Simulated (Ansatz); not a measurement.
# GaO: the cost of one run

Method: the levels named in each step, in Ansatz 0.2.0.

## 1. The structure to begin with

Bond lengths: O1–Ga2 1.655 Å.

Structure file:

```xyz
2

O     0.0000    0.0000    0.0000
Ga    0.0000    0.0000    1.6551
```

## 2. A rough first relaxation, PBE-D4/def2-SVPD

This run stands in another session on the same molecule. It ended at:

```xyz
2

O     0.0000    0.0000   -0.0456
Ga    0.0000    0.0000    1.7007
```

## 3. Relaxation, PBE0-D4/def2-TZVPPD

This run stands in another session on the same molecule. It ended at:

```xyz
2

O     0.0000    0.0000   -0.0285
Ga    0.0000    0.0000    1.6836
```

## 4. Bond length 1.5066 Å, PBE0-D4/def2-QZVPPD

File input.yaml:

```yaml
crystal:
  periodic: [false, false, false]
  atoms:
    - { symbol: O, position_ang: [0.0, 0.0, 0.0] }
    - { symbol: Ga, position_ang: [0.0, 0.0, 1.5066] }
total_charge: -1
basis:
  gaussian: { orbitals: def2-QZVPPD.json }
hamiltonian:
  xc: pbe0
  dispersion: d4
```

Command:

```bash
ansatz run input.yaml --threads 2 --pin off --max-ram 5120MiB --backend cpu --events-out ev --progress --plain --runs-dir out
```

What time and memory should one allow on 2 threads of Intel Xeon at 2.50GHz (Skylake/Cascade Lake), shared host?

About 3.4 s, with a peak of 0.3 GiB.
